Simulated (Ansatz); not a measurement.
**Trisilylamine (Si3NH9): up Jacob's ladder to CCSD(T)**

Aim: compute trisilylamine (Si3NH9) with functionals from several rungs and with coupled cluster. The yardstick is the atomisation energy at the CCSD(T) limit.

Program: Ansatz 0.2.0, Gaussian basis. Level of theory: functionals in def2-TZVPP, the program's frozen cores in correlated methods. These are calculated values, not measurements.

The runs, in order: LDA (SPW92), PBE-D4, revPBE-D4, BLYP-D4, r2SCAN-D4, B97M-V, PBE0-D4, B3LYP-D4, r2SCANh-D4, r2SCAN0-D4, HSE06-D4, BHLYP-D4, CAM-B3LYP-D4, LC-ωPBE, ωB97X-V, ωB97M-V, B2PLYP, PBE-QIDH; CCSD(T)/def2-SVP; CCSD(T)/def2-TZVPP; MP2/def2-QZVPP; extrapolation to the limit; RPA on PBE.

## 1. Structure used throughout

An earlier PBE0-D4 in a triple-zeta def2 set relaxation fixed the geometry.

SMILES `[SiH3]N([SiH3])[SiH3]`, 13 atoms, charge 0, spin multiplicity 1.

Atoms are counted from 1 here; the program's logs count them from 0.

Bond lengths: Si1–N2 1.740 Å, Si1–H5 1.485 Å, Si1–H6 1.485 Å, Si1–H7 1.489 Å, N2–Si3 1.740 Å, N2–Si4 1.740 Å, Si3–H8 1.485 Å, Si3–H9 1.489 Å, Si3–H10 1.485 Å, Si4–H11 1.485 Å, Si4–H12 1.485 Å, Si4–H13 1.489 Å. Angles: N2–Si1–H5 108.9°, N2–Si1–H6 108.9°, N2–Si1–H7 112.2°, H5–Si1–H6 110.4°, H5–Si1–H7 108.2°, H6–Si1–H7 108.2°, Si1–N2–Si3 119.8°, Si1–N2–Si4 119.8°, Si3–N2–Si4 119.9°, N2–Si3–H8 108.9°, N2–Si3–H9 112.2°, N2–Si3–H10 108.9°, H8–Si3–H9 108.2°, H8–Si3–H10 110.4°, H9–Si3–H10 108.2°, N2–Si4–H11 108.9°, N2–Si4–H12 108.9°, N2–Si4–H13 112.2° and more.

## 2. LDA

This LDA is Slater exchange with PW92 correlation.

Contents of in.yaml:

```yaml
crystal:
  periodic: [false, false, false]
  atoms:
    - {symbol: Si, position_ang: [-0.529725, 1.425902, -0.832638]}
    - {symbol: N, position_ang: [-0.073912, -0.008430, 0.040225]}
    - {symbol: Si, position_ang: [0.779181, 0.134044, 1.549754]}
    - {symbol: Si, position_ang: [-0.260969, -1.569179, -0.705281]}
    - {symbol: H, position_ang: [-1.700745, 1.114165, -1.691059]}
    - {symbol: H, position_ang: [-0.870707, 2.494189, 0.140910]}
    - {symbol: H, position_ang: [0.567731, 1.925588, -1.706113]}
    - {symbol: H, position_ang: [0.527321, -1.083388, 2.361840]}
    - {symbol: H, position_ang: [2.249323, 0.267860, 1.354989]}
    - {symbol: H, position_ang: [0.294381, 1.342423, 2.264039]}
    - {symbol: H, position_ang: [-1.477626, -1.554057, -1.556650]}
    - {symbol: H, position_ang: [-0.386140, -2.597758, 0.358438]}
    - {symbol: H, position_ang: [0.902292, -1.926058, -1.563553]}
basis:
  gaussian: {orbitals: def2-TZVPP}
hamiltonian: {xc: lda}
output: {orbitals: {seedname: orbitals}}
```

Started as:

```console
$ ansatz run in.yaml --threads 4 --pin off --events-out ev --progress --plain --max-ram 10444MiB
```

The runs that follow: PBE-D4 (GGA); revPBE-D4 (GGA); BLYP-D4 (GGA); r2SCAN-D4 (meta-GGA); B97M-V (meta-GGA); PBE0-D4 (hybrid); B3LYP-D4 (hybrid); r2SCANh-D4 (hybrid); r2SCAN0-D4 (hybrid); HSE06-D4 (hybrid); BHLYP-D4 (hybrid); CAM-B3LYP-D4 (range-separated); LC-ωPBE (range-separated); ωB97X-V (range-separated); ωB97M-V (range-separated); B2PLYP (double hybrid); PBE-QIDH (double hybrid); CCSD(T) in def2-SVP; CCSD(T) in def2-TZVPP; MP2 in def2-QZVPP; RPA on PBE orbitals.

Q: Predict the results of all the runs planned. Wanted: atomisation energy, CCSD(T)/CBS; farthest beyond LDA; mean size of error, GGA; mean size of error, meta-GGA; mean size of error, hybrid; mean size of error, range-separated; mean size of error, double hybrid; gap, smallest and largest; T1 diagnostic.

As calculated:

```
                               quantity                                      value
        atomisation energy, CCSD(T)/CBS                              4046.2 kJ/mol
 functionals within 20.2 kJ/mol (0.5 %)    B97M-V, B3LYP-D4, CAM-B3LYP-D4, ωB97M-V
                    farthest beyond LDA                  revPBE-D4 (-123.2 kJ/mol)
                mean size of error, GGA                                82.4 kJ/mol
           mean size of error, meta-GGA                                20.2 kJ/mol
             mean size of error, hybrid                                51.9 kJ/mol
    mean size of error, range-separated                                29.6 kJ/mol
      mean size of error, double hybrid                                72.1 kJ/mol
              gap, smallest and largest  4.98 eV (LDA (SPW92)), 12.20 eV (LC-ωPBE)
                          T1 diagnostic                                     0.0114
triples share of the correlation energy                                      3.4 %
```

In words: LDA overbinds by 378.5 kJ/mol (9 %). PBE-D4 misses by -73.3 kJ/mol. Double hybrids carry the basis error of their MP2 part in triple zeta, and no dispersion term here, so their miss is partly the set-up's. By mean error the best rung here is meta-GGA (20.2 kJ/mol) and the worst beyond LDA is GGA (82.4 kJ/mol). double hybrid functionals lie within the reference's doubt of that worst mean (72.1 kJ/mol), so those two tie. The gap between the best rungs is small, so their order is not settled. The reference freezes the cores and leaves out relativity and excitations past (T), so misses under about 20.2 kJ/mol can't be ranked. Hartree-Fock recovers 75 % of the binding; the rest is correlation. CCSD(T) in def2-SVP is off by -302.9 kJ/mol, so the small basis spoils what the method gains. Orbital gaps span 5.0 to 12.2 eV; exact exchange widens them.
